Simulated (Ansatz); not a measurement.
CsLiCr2Te2S3, 9 atoms in the cell. The structure is trigonal, space group R32 (No. 155). Conventional cell: a = 6.639 Å, b = 6.639 Å, c = 20.639 Å, α = 90.00°, β = 90.00°, γ = 120.00°. Around Cs (site symmetry 32) lie 6 Te at 3.84 Å and 6 S at 4.04 Å and 2 Cr at 4.16 Å. Around Li (site symmetry 32) lie 3 S at 2.41 Å. Cr (site symmetry 3) has 3 S at 2.24 Å and 1 Te at 2.45 Å as nearest neighbours. Te (site symmetry 3) has 1 Cr at 2.45 Å as nearest neighbours. Around S (site symmetry 2) lie 2 Cr at 2.24 Å and 1 Li at 2.41 Å. The cell was built by a generator and needn't be a form met in nature.

```yaml
Program: Ansatz 0.2.0
Task: relaxation of cell and atoms
Functional: r2SCAN
Dispersion: rVV10
Potentials_or_basis: Ansatz PAW soft_1
Cutoff: "500 eV (not typed: the program's choice for these potentials)"
k_mesh: 4 × 4 × 4
Occupations: fermi-dirac, width 0.05 eV
Spin: collinear spin, ferromagnetic start
Starting_moments: "[0.0, 0.0, 3.0, 3.0, 0.0, 0.0, 0.0, 0.0, 0.0] μB"
```

Potentials or basis: Ansatz PAW soft_1.

Command:

```console
$ ansatz run input.yaml --threads 8 --pin off --max-ram 20480MiB --backend cpu --events-out ev --progress --plain --runs-dir out
```

Hardware: 8 threads of Intel(R) Xeon(R) 6975P-C (Granite Rapids), on a shared host.

Question: How long does it take, and how much memory?

Answer: Run time: 2.5 min on 8 threads of Intel(R) Xeon(R) 6975P-C (Granite Rapids), with other jobs on the host, peak memory 2.7 GiB. Counts: scf iterations 104, plane waves 6257, k points 13, bands 58, ion steps 7.
